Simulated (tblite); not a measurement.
# GFN2-xTB run of C2H9SbSi (SMILES [CH3][Sb]([CH3])[SiH3])

Aim: the electronic atomisation energy of C2H9SbSi at GFN2-xTB, from 5 runs. 

Program for the calculation: tblite 0.8.0.

13 further runs of the same task are left out: 13 set aside as unsound or not needed.

### Step 1. The structure to begin with

C2H9SbSi: 13 atoms, total charge 0, spin state singlet. SMILES: `[CH3][Sb]([CH3])[SiH3]`. The shape was relaxed beforehand at GFN2-xTB.

Bond lengths: C1–Sb2 2.165 Å, Sb2–C3 2.165 Å, Sb2–Si4 2.560 Å, C1–H5 1.085 Å, C1–H6 1.084 Å, C1–H7 1.084 Å, C3–H8 1.085 Å, C3–H9 1.084 Å, C3–H10 1.084 Å, Si4–H11 1.466 Å, Si4–H12 1.463 Å, Si4–H13 1.463 Å. Some angles: C1–Sb2–C3 93.3°, C1–Sb2–Si4 93.3°, C3–Sb2–Si4 93.3°, Sb2–C1–H5 110.5°, Sb2–C1–H6 109.9°, Sb2–C1–H7 109.9°, Sb2–C3–H8 110.5°, Sb2–C3–H9 109.9°, Sb2–C3–H10 109.9°, Sb2–Si4–H11 114.8°.

### Step 2. Vibrational wavenumbers at GFN2-xTB

The input, geom.xyz:

```xyz
13
start geometry
C     -0.895193     1.503251    -0.718346
Sb     0.648040     0.044141    -1.140743
C      1.703118     0.438291     0.708753
Si    -0.697141    -1.886715    -0.132972
H     -1.226255     1.417698     0.311155
H     -0.510862     2.504030    -0.881763
H     -1.740970     1.347227    -1.378602
H      1.005313     0.503610     1.536772
H      2.414379    -0.356415     0.904171
H      2.245262     1.374295     0.631525
H     -1.293344    -1.602988     1.175375
H     -1.789898    -2.259080    -1.031112
H      0.157851    -3.062144     0.030688
```

The input, script.py:

```python
import json
import numpy as np
from tblite.interface import Calculator
from tblite.interface import symbols_to_numbers
from ase.data import atomic_masses

symbols = list(map(str, np.loadtxt("geom.xyz", skiprows=2, usecols=0, dtype=str, ndmin=1)))
numbers = np.array(symbols_to_numbers(symbols))
positions = np.loadtxt("geom.xyz", skiprows=2, usecols=(1, 2, 3), ndmin=2) / 0.52917721

tb = Calculator("GFN2-xTB", numbers, positions, charge=0, uhf=0)
tb.set("verbosity", 0)
tb.set("accuracy", 0.01)
wfn = tb.singlepoint()
h = 0.005  # bohr
n = positions.size
H, D = np.zeros((n, n)), np.zeros((n, 3))
for a in range(n):
    g, d = [], []
    for sign in (1, -1):
        x = positions.ravel().copy()
        x[a] += sign * h
        tb.update(x.reshape(-1, 3))
        y = tb.singlepoint()
        g.append(y.get('gradient').ravel())
        d.append(y.get('dipole'))
    H[a], D[a] = (g[0] - g[1]) / (2 * h), (d[0] - d[1]) / (2 * h)
mass = np.repeat(atomic_masses[numbers], 3)
H = (H + H.T) / 2 / np.sqrt(np.outer(mass, mass))
# project out translations and rotations
com = positions - atomic_masses[numbers] @ positions / atomic_masses[numbers].sum()
T = [np.tile(v, len(numbers)) for v in np.eye(3)] + [np.cross(com, v).ravel() for v in np.eye(3)]
U, sv, _ = np.linalg.svd((np.array(T) * np.sqrt(mass)).T)
Q = U[:, (sv > 1e-3 * sv.max()).sum():]
w, V = np.linalg.eigh(Q.T @ H @ Q)
freq = np.sign(w) * np.sqrt(np.abs(w)) * 5140.487
inten = (((Q @ V).T / np.sqrt(mass)) @ D) ** 2
inten = inten.sum(axis=1) * 974.88
print(f"E = {wfn.get('energy'):.8f} Eh, max gradient {np.abs(wfn.get('gradient')).max():.2e} Eh/bohr")
print("mode   frequency/cm^-1   IR/(km/mol)")
for i, (v, s) in enumerate(zip(freq, inten), 1):
    print(f"{i:4d} {v:14.2f} {s:14.3f}")
zpe = freq[freq > 0].sum() / 2 / 219474.63
print(f"imaginary modes: {(freq < -10).sum()}, zero-point energy {zpe:.6f} Eh = {zpe * 27.211386:.4f} eV")
out = {k: np.asarray(wfn.get(k)).tolist() for k in ("energy", "gradient", "charges", "dipole", "orbital-energies", "orbital-occupations")}
out.update(symbols=symbols, positions=(positions * 0.529177210903).tolist(), frequencies=freq.tolist(), intensities=inten.tolist(), zpe=zpe)
json.dump(out, open("results.json", "w"))
```

Launch:

```console
$ python script.py
```

The log of the run:

```text
E = -12.79004253 Eh, max gradient 6.16e-06 Eh/bohr
mode   frequency/cm^-1   IR/(km/mol)
   1          44.92          0.034
   2          99.38          0.271
   3         115.74          0.348
   4         126.94          0.434
   5         133.54          1.691
   6         175.57          1.787
   7         295.10          1.580
   8         393.05         15.267
   9         399.88         12.718
  10         496.75         36.458
  11         508.84         42.320
  12         741.18          2.776
  13         745.98        857.453
  14         770.06          0.012
  15         780.76          4.894
  16         790.72         31.022
  17         798.64        158.100
  18         807.45        146.412
  19        1289.25          9.302
  20        1297.00          5.505
  21        1470.01          0.015
  22        1476.43          0.808
  23        1481.80          3.491
  24        1486.43          0.669
  25        2217.63        241.809
  26        2241.23        196.381
  27        2247.92        409.292
  28        3021.06          0.619
  29        3027.04         46.318
  30        3037.37          0.727
  31        3040.65         47.907
  32        3042.17         50.501
  33        3043.74         43.688
imaginary modes: 0, zero-point energy 0.094873 Eh = 2.5816 eV
```

Run time: 1.8 s. Hardware: 1 thread of Intel Xeon at 2.50GHz (Skylake/Cascade Lake), shared host.

### Step 3. The C atom: a single-point energy at GFN2-xTB

The input, calc.py:

```python
"""GFN2-xTB single point with ASE"""
import json
import numpy as np
from ase import Atom, Atoms
from tblite.ase import TBLite
from ase.units import Debye

atoms = Atoms([
    Atom("C", (0.000000, 0.000000, 0.000000)),
])
start = atoms.get_positions()

atoms.calc = TBLite(
    method="GFN2-xTB",
    multiplicity=3,
    accuracy=0.1,
    spin_polarization=1.0,
    verbosity=0,
)
print(f"E: {atoms.get_potential_energy():.6f} eV")
print(f"Dipole: {np.linalg.norm(atoms.get_dipole_moment()) / Debye:.4f} D")
print("Charges:", np.round(atoms.get_charges(), 4))
json.dump(dict(energy=atoms.get_potential_energy(), forces=atoms.get_forces().tolist(), dipole=atoms.get_dipole_moment().tolist(), charges=atoms.get_charges().tolist(),
               symbols=atoms.get_chemical_symbols(), start=start.tolist(), final=atoms.positions.tolist()), open("results.json", "w"))
```

Launch:

```console
$ python calc.py
```

The log of the run:

```text
E: -50.032116 eV
Dipole: 0.0000 D
Charges: [0.]
```

Run time: 0.45 s. Hardware: 1 thread of Intel Xeon at 2.50GHz (Skylake/Cascade Lake), shared host.

### Step 4. The H atom: the energy at GFN2-xTB

The input, run.py:

```python
"""GFN2-xTB single point"""
import json
import numpy as np
from tblite.interface import Calculator

symbols = ["H"]
numbers = np.array([1])
positions = np.array([  # bohr
    [0.000000, 0.000000, 0.000000],
])

calculator = Calculator("GFN2-xTB", numbers, positions, charge=0, uhf=1)
calculator.set("accuracy", 0.1)
calculator.add("spin-polarization", 1.0)
result = calculator.singlepoint()

print(f"Energy: {result.get('energy') * 627.5095:.8f} kcal/mol")
eps = np.atleast_2d(result.get("orbital-energies")) * 27.211386
occ = np.atleast_2d(result.get("orbital-occupations"))
filled = occ.sum(axis=0) if eps.shape[0] == 1 else occ[0]
homo = np.nonzero(filled > 0.5)[0].max()
print("  MO   occupation   energy/eV")
for i in range(max(0, homo - 4), min(eps.shape[1], homo + 5)):
    print(f"{i + 1:4d} {filled[i]:10.4f} {eps[0, i]:12.4f}")
mu = result.get("dipole") * 2.541746
print(f"Dipole moment: {np.linalg.norm(mu):.4f} D, components " + " ".join(f"{c:.4f}" for c in mu))
q = result.get("charges")
print("Charges:", " ".join(f"{s}{i + 1}={c:+.4f}" for i, (s, c) in enumerate(zip(symbols, q))))
out = {k: np.asarray(result.get(k)).tolist() for k in ("energy", "gradient", "charges", "dipole", "orbital-energies", "orbital-occupations")}
out.update(symbols=symbols, positions=(positions * 0.529177210903).tolist())
json.dump(out, open("results.json", "w"))
```

Run the same way, it converges to -0.42930 Eh (log not shown).

### Step 5. The Sb atom: a single-point energy at GFN2-xTB

The input, run.py:

```python
import json
import numpy as np
from ase import Atoms
from ase.units import Bohr
from tblite.ase import TBLite
from ase.units import kcal, mol as mol_
from ase.units import Debye

molecule = Atoms(["Sb"], positions=Bohr * np.array([
    [0.000000, 0.000000, 0.000000],
]))
start = molecule.get_positions()

molecule.calc = TBLite(
    method="GFN2-xTB",
    multiplicity=4,
    accuracy=0.1,
    spin_polarization=1.0,
)
print(f"Potential energy: {molecule.get_potential_energy() / (kcal / mol_):.6f} kcal/mol")
print(f"Dipole: {np.linalg.norm(molecule.get_dipole_moment()) / Debye:.4f} D")
for a, q in zip(molecule, molecule.get_charges()):
    print(f"{a.symbol}{a.index + 1} {q:+.4f}")
json.dump(dict(energy=molecule.get_potential_energy(), forces=molecule.get_forces().tolist(), dipole=molecule.get_dipole_moment().tolist(), charges=molecule.get_charges().tolist(),
               symbols=molecule.get_chemical_symbols(), start=start.tolist(), final=molecule.positions.tolist()), open("results.json", "w"))
```

Run the same way, it converges to -2.21291 Eh (log not shown).

### Step 6. The Si atom: the energy at GFN2-xTB

The input, input.xyz:

```xyz
1
start geometry
Si     0.000000     0.000000     0.000000
```

The input, job.py:

```python
import json
import numpy as np
from tblite.interface import Calculator
from tblite.interface import symbols_to_numbers

symbols = list(map(str, np.loadtxt("input.xyz", skiprows=2, usecols=0, dtype=str, ndmin=1)))
numbers = np.array(symbols_to_numbers(symbols))
positions = np.loadtxt("input.xyz", skiprows=2, usecols=(1, 2, 3), ndmin=2) / 0.52917721

xtb = Calculator("GFN2-xTB", numbers, positions, charge=0, uhf=2)
xtb.set("accuracy", 0.1)
xtb.add("spin-polarization", 1.0)
result = xtb.singlepoint()

print(f"E(total): {result.get('energy') * 2625.4996:.8f} kJ/mol")
eps = np.atleast_2d(result.get("orbital-energies")) * 27.211386
occ = np.atleast_2d(result.get("orbital-occupations"))
filled = occ.sum(axis=0) if eps.shape[0] == 1 else occ[0]
homo = np.nonzero(filled > 0.5)[0].max()
print("  MO   occupation   energy/eV")
for i in range(max(0, homo - 4), min(eps.shape[1], homo + 5)):
    print(f"{i + 1:4d} {filled[i]:10.4f} {eps[0, i]:12.4f}")
mu = result.get("dipole") * 2.541746
print(f"Dipole moment: {np.linalg.norm(mu):.4f} D, components " + " ".join(f"{c:.4f}" for c in mu))
q = result.get("charges")
print("Charges:", " ".join(f"{s}{i + 1}={c:+.4f}" for i, (s, c) in enumerate(zip(symbols, q))))
out = {k: np.asarray(result.get(k)).tolist() for k in ("energy", "gradient", "charges", "dipole", "orbital-energies", "orbital-occupations")}
out.update(symbols=symbols, positions=(positions * 0.529177210903).tolist())
json.dump(out, open("results.json", "w"))
```

Run the same way, it converges to -1.59836 Eh (log not shown).

### Step 7. What came out

Level: GFN2-xTB.

| quantity | value |
| --- | --- |
| molecule: total energy | -12.79004 Eh |
| molecule: dipole moment | 0.38 D |
| molecule: HOMO energy | -9.39 eV |
| molecule: LUMO energy | -5.49 eV |
| molecule: HOMO–LUMO gap | 3.90 eV |
| molecule: largest force on an atom | 0.000 eV/Å |
| molecule: lowest harmonic wavenumber | 45 cm⁻¹ |
| molecule: highest harmonic wavenumber | 3044 cm⁻¹ |
| molecule: zero-point energy | 249.1 kJ/mol |
| C atom: total energy | -1.83865 Eh |
| C atom: dipole moment | 0.00 D |
| C atom: largest force on an atom | 0.000 eV/Å |
| H atom: total energy | -0.42930 Eh |
| H atom: dipole moment | 0.00 D |
| H atom: HOMO energy (as the program lists it) | -12.66 eV |
| H atom: largest force on an atom | 0.000 eV/Å |
| Sb atom: total energy | -2.21291 Eh |
| Sb atom: dipole moment | 0.00 D |
| Sb atom: largest force on an atom | 0.000 eV/Å |
| Si atom: total energy | -1.59836 Eh |
| Si atom: dipole moment | 0.00 D |
| Si atom: HOMO energy (as the program lists it) | -5.62 eV |
| Si atom: LUMO energy (as the program lists it) | 0.28 eV |
| Si atom: largest force on an atom | 0.000 eV/Å |
| electronic atomisation energy | 39.125 eV |

**Reading.** Taking the molecule apart into free atoms costs 39.13 eV (902 kcal/mol), before zero-point energy and without spin-orbit coupling. Tight-binding and semi-empirical models aren't fitted to free atoms, so this value can be far from the true one. All 33 modes (molecule) are real, so the shape is a minimum at this level.
